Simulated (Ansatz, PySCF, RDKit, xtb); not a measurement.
# BSiHOF: from the formula to a structure

Task: start from the formula BSiHOF (odd number of electrons), draw up candidate structures, narrow them down in stages, and characterise the one that lies lowest at 298.15 K.

The funnel: GFN2-xTB relaxations, single points with a density functional, relaxations at B3LYP-D3(BJ)/def2-SVP, harmonic vibrations, and a last energy at a higher level. All values are calculated.

6 further runs of the same task are left out: 6 set aside as unsound or not needed.

## 1. Possible bonding patterns

A program enumerates the bonding patterns with one Lewis structure each (two rings at most, one unusual centre or charged pair), with their diastereomers. O–O, O–halogen and N–halogen bonds and N–N–N chains are not drawn. That gives 21 candidates.

c034 [O]B[Si]F; c083 [O]B(F)[SiH]; c104 F[Si@@H]1[B]O1; c193 [BH][Si](=O)F; c202 O/B=[Si]\F; c222 [BH]O[Si]F; c257 [B+]=[Si@H-]([O])F; c278 F[B@@H-]1[O+]=[Si]1; c294 F[B]O[SiH]; c400 O/B=[Si]/F; c460 FB1O[SiH]1; c530 O/[Si]=B/F; c556 O=[Si]BF; c638 F[Si-]1[B][OH+]1; c690 O=[SiH][B]F; c733 F[B-]1=[Si][OH+]1; c854 [B]=[Si](O)F; c943 O=B[SiH]F; c960 F[Si]1BO1; c972 [B]O[SiH]F; c975 O/[Si]=B\F.

Candidates are built by distance geometry, with a force field where one applies, in up to four conformers (letters a to d). 6 starts with atoms placed at random are added, to find patterns that the rules miss.

Q: Predict the outcome of this search (final energies at CCSD(T)/def2-SVP).

| quantity | value |
| --- | --- |
| lowest structure found | FBO[Si], doublet, Cs |
| next finalist | O=B[SiH]F, doublet, 10.6 kcal/mol higher in G |
| share at equilibrium, among the finalists | 100.0 % |
| harmonic wavenumbers, lowest and highest (B3LYP-D3(BJ)/def2-SVP) | 96 and 2654 cm⁻¹ |
| rotational constants, same geometry | 1.421, 0.09189, 0.08631 cm⁻¹ |
| dipole moment (PBE0/def2-TZVPD) | 1.13 D |
| HOMO energy (highest over α and β) (PBE0/def2-TZVPD) | -5.00 eV |
| LUMO energy (lowest over α and β) (PBE0/def2-TZVPD) | -2.66 eV |
| lowest excitation (TD-B3LYP/def2-SVPD) | 0.31 eV (f = 0.000) |
| strongest of the states computed, same level | 3.61 eV (f = 0.077) |
| vertical ionisation energy (to the singlet cation) | 7.30 eV |
| vertical electron affinity | 0.04 eV |
| vertical quartet less doublet | +3.54 eV |

`FBO[Si]` comes out lowest. The margin of 10.6 kcal/mol over the next finalist is beyond the usual error of the last level; it says nothing of structures that weren't ranked. r2SCAN-D4/def2-SVP, B3LYP-D3(BJ)/def2-SVP, HF/def2-SVP and MP2/def2-SVP already put its bonding pattern lowest among the structures in one piece. The stability test raises a flag; for an open shell a flag towards a general spinor solution can be the free rotation of the spin. Lowest found is not proven lowest: the search is finite, and each finalist counts with one conformer.
